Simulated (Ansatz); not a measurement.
Crystal: SiNi2.

```xyz
12
Lattice="4.9900 0.0000 0.0000 0.0000 3.7200 0.0000 0.0000 0.0000 7.0300" Properties=species:S:1:pos:R:3 pbc="T T T"
Ni    1.6218    2.7900    6.5871
Ni    3.3683    0.9300    0.4429
Ni    0.8732    0.9300    3.0721
Ni    4.1167    2.7900    3.9579
Ni    2.2854    2.7900    2.0879
Ni    2.7046    0.9300    4.9421
Ni    0.2096    0.9300    5.6029
Ni    4.7804    2.7900    1.4271
Si    3.9221    2.7900    6.2286
Si    1.0679    0.9300    0.8014
Si    3.5629    0.9300    2.7136
Si    1.4271    2.7900    4.3164
```

- Program: Ansatz 0.2.0
- Task: relaxation of cell and atoms
- Functional: LDA
- Potentials or basis: Ansatz PAW
- Cutoff: 420 eV (not typed: the program's choice for these potentials)
- k mesh: 6 × 7 × 4
- Occupations: fermi-dirac, width 0.05 eV
- Spin: collinear spin, ferromagnetic start
- Starting moments: [1.0, 1.0, 1.0, 1.0, 1.0, 1.0, 1.0, 1.0, 0.0, 0.0, 0.0, 0.0] μB

At the start: volume 10.87 Å³/atom.

Q: Where does the relaxation end?

A: It ends after 6 steps and the volume is 10.32 Å³/atom (-5.1 %); space group Pnma (No. 62, to 0.05 Å); moment 0.00 μB per cell.

The path:
```
step  energy change (eV)  largest force (eV/Å)  volume (Å³)
   1              0.0000                0.3482       130.50
   2             -0.1996                0.2220       126.85
   3             -0.2587                0.0520       123.57
   4             -0.2613                0.0237       123.85
   5             -0.2616                0.0041       123.85
   6             -0.2579                0.0039       123.85
```

Final structure:
```
CELL_PARAMETERS angstrom
4.86700 0.00000 0.00000
0.00000 3.66809 0.00000
0.00000 0.00000 6.93738
ATOMIC_POSITIONS crystal
Ni 0.32839 0.75000 0.93963
Ni 0.67161 0.25000 0.06037
Ni 0.17161 0.25000 0.43963
Ni 0.82839 0.75000 0.56037
Ni 0.45772 0.75000 0.29217
Ni 0.54228 0.25000 0.70783
Ni 0.04228 0.25000 0.79217
Ni 0.95772 0.75000 0.20783
Si 0.79189 0.75000 0.88704
Si 0.20811 0.25000 0.11296
Si 0.70811 0.25000 0.38704
Si 0.29189 0.75000 0.61296
```

Caveat: the plane-wave basis is chosen anew once the cell has moved, so the energies of steps on either side of that aren't comparable; the PAW data sets come from PBE, with cores solved anew for the run's functional, which leaves a small shift of forces and pressure; the starting moments weren't kept.
